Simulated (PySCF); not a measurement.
# C5H14NP: magnetic properties

Aim: compute the magnetic properties of C5H14NP (`C=P(C)(C)N(C)C`).

Computed with PySCF 2.14.0 and routines of our own; the level stands in each step. Atoms count from 0.

## Step 1: The starting structure

21 atoms, charge 0, multiplicity 1; geometry from: GFN2-xTB.

## Step 2: Magnetic properties: GIAO BHandHLYP/pcSseg-1

Job settings and geometry (Å):

```
{"job": {"kind": "mag", "xc": "BHandHLYP", "basis": "pcSseg-1", "isotopologues": 2}, "charge": 0, "multiplicity": 1}
C      1.050731    -0.198166    -1.958449
P      0.714784    -0.044875    -0.298566
C      1.157299     1.654551     0.243133
C      1.419204    -1.057010     1.117965
N     -0.929647    -0.296457    -0.072540
C     -1.840400    -0.138746    -1.183519
C     -1.573402    -0.184385     1.215327
H      0.912548    -1.222924    -2.300766
H      2.069959     0.138169    -2.142128
H      0.851448     2.340000    -0.544864
H      0.645691     1.903709     1.171901
H      2.231806     1.734541     0.390781
H      0.970490    -2.049147     1.087922
H      1.292081    -0.623080     2.106497
H      2.486994    -1.153907     0.920197
H     -1.252002    -0.077710    -2.097720
H     -2.444511     0.770310    -1.082419
H     -2.516696    -0.996343    -1.239380
H     -2.120616     0.762220     1.308798
H     -0.843102    -0.242535     2.017316
H     -2.291580    -1.001271     1.340042
```

Method: GIAO BHandHLYP/pcSseg-1 magnetisability, rotational g tensor and spin-rotation constants, non-relativistic, gas phase.

On the command line:

```bash
$ OMP_NUM_THREADS=1 python excited_run.py task.json out
```

One launch serves the whole session: the jobs run in the order shown.

Standard output:

```text
coarse grid: 16800 points
cycle   1  E = -594.6831461479  dE =  9.222e-01  |g| = 4.898e-01  |ddm| = 3.884e+00
cycle   2  E = -594.7025514309  dE = -1.941e-02  |g| = 4.179e-01  |ddm| = 1.126e+00
cycle   3  E = -594.7479423792  dE = -4.539e-02  |g| = 6.815e-02  |ddm| = 6.339e-01
cycle   4  E = -594.7489869514  dE = -1.045e-03  |g| = 3.034e-02  |ddm| = 1.008e-01
cycle   5  E = -594.7492232675  dE = -2.363e-04  |g| = 3.174e-03  |ddm| = 3.084e-02
cycle   6  E = -594.7492255722  dE = -2.305e-06  |g| = 1.448e-03  |ddm| = 4.782e-03
final grid: 154168 points
cycle   7  E = -594.7848738229  dE = -2.240e-05  |g| = 3.919e-03  |ddm| = 1.654e-02
cycle   8  E = -594.7848748494  dE = -1.026e-06  |g| = 3.432e-03  |ddm| = 7.164e-03
cycle   9  E = -594.7848776406  dE = -2.791e-06  |g| = 4.176e-04  |ddm| = 3.268e-03
cycle  10  E = -594.7848776729  dE = -3.228e-08  |g| = 1.459e-04  |ddm| = 4.334e-04
cycle  11  E = -594.7848776781  dE = -5.251e-09  |g| = 2.038e-05  |ddm| = 1.767e-04
cycle  12  E = -594.7848776782  dE = -1.171e-10  |g| = 7.138e-06  |ddm| = 3.922e-05
converged SCF energy = -594.7848776782

Magnetisability tensor (1e-30 J/T^2)
    -1507.26        5.54       -9.92
        5.54    -1525.07        8.66
       -9.92        8.66    -1510.32
isotropic -1514.22   principal values   -1532.64  -1511.36  -1498.66
isotropic susceptibility -91.188 1e-6 cm^3/mol

Inertial axes            a          b          c
rot. const./GHz      2.5303     1.8976     1.5426
chi total           -90.670    -91.110    -91.784
chi diamagnetic    -642.189   -798.863   -956.792
chi paramagnetic    551.519    707.753    865.007
quadrupole/D A        5.367     -6.877      1.510
g nuclear            0.6439     0.6290     0.6222
g electronic        -0.6556    -0.6309    -0.6269
g total             -0.0117    -0.0020    -0.0047

Spin-rotation constants (kHz, H = +C I.J)
atom  isotope        aa         bb         cc
  1    31P        4.045      3.018      2.767
  4    14N        0.083      0.065      0.075
  7     1H       -0.287     -0.187     -0.020
  8     1H       -0.005     -0.189     -0.189
  9     1H       -0.284     -0.077     -0.081
 10     1H       -0.232     -0.062     -0.131
 11     1H        0.058     -0.232     -0.169
 12     1H       -0.221     -0.218     -0.009
 13     1H       -0.288      0.001     -0.123
 14     1H        0.045     -0.222     -0.170
 15     1H       -0.141      0.041     -0.128
 16     1H       -0.202     -0.199     -0.001
 17     1H       -0.085     -0.196     -0.065
 18     1H       -0.212     -0.201      0.012
 19     1H       -0.112     -0.040     -0.177
 20     1H       -0.057     -0.195     -0.076
  0    13C*       0.257      0.257      0.146
  2    13C*       0.405      0.258      0.187
  5    13C*       0.459      0.291      0.261
* in the singly substituted isotopologue

Isotopologues: g along a, b, c
2H    at 7,8,9,10,11,12    -0.0093    -0.0015    -0.0039
13C   at 0                 -0.0113    -0.0020    -0.0045
```

Wall time 40 s (1 thread of Arm Neoverse V1, shared host); peak memory 0.9 GiB.

From this job:

| quantity | value |
| --- | --- |
| magnetisability | -1514·10⁻³⁰ J/T² |
| molar susceptibility | -91.2·10⁻⁶ cm³/mol |
| rotational g (a, b, c) | -0.0117, -0.0020, -0.0047 |

## Step 3: Magnetic properties: GIAO PW91/ANO-RCC-VDZP

Settings changed since step 2:

```diff
@@ -1,2 +1,2 @@
-{"job": {"kind": "mag", "xc": "BHandHLYP", "basis": "pcSseg-1", "isotopologues": 2}, "charge": 0, "multiplicity": 1}
+{"job": {"kind": "mag", "xc": "PW91", "basis": "ANO-RCC-VDZP", "scf": {"level_shift": 0.2}}, "charge": 0, "multiplicity": 1}
 C      1.050731    -0.198166    -1.958449
```

Level: GIAO PW91/ANO-RCC-VDZP magnetisability, rotational g tensor and spin-rotation constants, non-relativistic, gas phase.

Standard output:

```text
final grid: 154168 points
cycle   1  E = -594.6753491249  dE =  4.835e-01  |g| = 6.123e-01  |ddm| = 6.076e+00
cycle   2  E = -594.6788973611  dE = -3.548e-03  |g| = 6.345e-01  |ddm| = 1.469e+00
cycle   3  E = -594.7753278437  dE = -9.643e-02  |g| = 1.488e-01  |ddm| = 4.494e-01
cycle   4  E = -594.7815274053  dE = -6.200e-03  |g| = 4.055e-02  |ddm| = 1.690e-01
cycle   5  E = -594.7819948603  dE = -4.675e-04  |g| = 9.175e-03  |ddm| = 6.846e-02
cycle   6  E = -594.7820124628  dE = -1.760e-05  |g| = 6.210e-03  |ddm| = 2.287e-02
cycle   7  E = -594.7820223288  dE = -9.866e-06  |g| = 2.039e-03  |ddm| = 7.271e-03
cycle   8  E = -594.7820234113  dE = -1.083e-06  |g| = 6.756e-04  |ddm| = 3.057e-03
cycle   9  E = -594.7820235452  dE = -1.339e-07  |g| = 1.944e-04  |ddm| = 1.258e-03
cycle  10  E = -594.7820235601  dE = -1.489e-08  |g| = 5.196e-05  |ddm| = 5.345e-04
cycle  11  E = -594.7820235619  dE = -1.816e-09  |g| = 1.840e-05  |ddm| = 2.447e-04
cycle  12  E = -594.7820235623  dE = -3.326e-10  |g| = 9.095e-06  |ddm| = 1.154e-04
level shift removed, Fock matrix diagonalised once more
converged SCF energy = -594.7820235623

Magnetisability tensor (1e-30 J/T^2)
    -1437.03       14.51      -10.02
       14.51    -1469.52       14.06
      -10.02       14.06    -1440.57
isotropic -1449.04   principal values   -1481.88  -1436.82  -1428.42
isotropic susceptibility -87.263 1e-6 cm^3/mol

Inertial axes            a          b          c
rot. const./GHz      2.5303     1.8976     1.5426
chi total           -86.330    -86.980    -88.479
chi diamagnetic    -639.975   -798.351   -955.145
chi paramagnetic    553.645    711.371    866.666
quadrupole/D A        4.083     -5.271      1.189
g nuclear            0.6439     0.6290     0.6222
g electronic        -0.6581    -0.6342    -0.6281
g total             -0.0142    -0.0052    -0.0059

Spin-rotation constants (kHz, H = +C I.J)
atom  isotope        aa         bb         cc
  1    31P        3.905      2.915      2.697
  4    14N        0.107      0.085      0.086
  7     1H       -0.285     -0.183     -0.008
  8     1H        0.015     -0.189     -0.190
  9     1H       -0.288     -0.072     -0.077
 10     1H       -0.228     -0.054     -0.131
 11     1H        0.078     -0.230     -0.169
 12     1H       -0.222     -0.219     -0.000
 13     1H       -0.277      0.011     -0.113
 14     1H        0.062     -0.224     -0.170
 15     1H       -0.138      0.056     -0.126
 16     1H       -0.201     -0.197      0.003
 17     1H       -0.078     -0.194     -0.065
 18     1H       -0.211     -0.196      0.017
 19     1H       -0.104     -0.026     -0.175
 20     1H       -0.048     -0.191     -0.074
  0    13C*       0.263      0.257      0.159
  2    13C*       0.415      0.258      0.186
  5    13C*       0.464      0.296      0.263
* in the singly substituted isotopologue
```

Wall time 2.5 min (1 thread of Arm Neoverse V1, shared host); peak memory 0.7 GiB.

In short:

| quantity | value |
| --- | --- |
| magnetisability | -1449·10⁻³⁰ J/T² |
| molar susceptibility | -87.3·10⁻⁶ cm³/mol |
| rotational g (a, b, c) | -0.0142, -0.0052, -0.0059 |

## Step 4: Magnetic properties side by side

| level | ξ (10⁻³⁰ J/T²) | g(a) | g(b) | gap (eV) | functions | time |
| --- | --- | --- | --- | --- | --- | --- |
| GIAO BHandHLYP/pcSseg-1 | -1514 | -0.0117 | -0.0020 | 7.75 | 196 | 40 s |
| GIAO PW91/ANO-RCC-VDZP | -1449 | -0.0142 | -0.0052 | 3.35 | 172 | 2.5 min |

## Step 5: Summary of results

```
                                                quantity                      value
       magnetisability (step 2, GIAO BHandHLYP/pcSseg-1)           -1514·10⁻³⁰ J/T²
  molar susceptibility (step 2, GIAO BHandHLYP/pcSseg-1)         -91.2·10⁻⁶ cm³/mol
rotational g (a, b, c) (step 2, GIAO BHandHLYP/pcSseg-1)  -0.0117, -0.0020, -0.0047
                         magnetisability over the levels  -1514 to -1449·10⁻³⁰ J/T²
```

The magnetisability spreads by 4.4 % over 2 levels, from GIAO BHandHLYP/pcSseg-1 (40 s) to GIAO PW91/ANO-RCC-VDZP (2.5 min); the runs took 40 s to 2.5 min. Two levels can agree by chance, so this spread shows no convergence. Vibrational averaging and real surroundings are missing from these values.
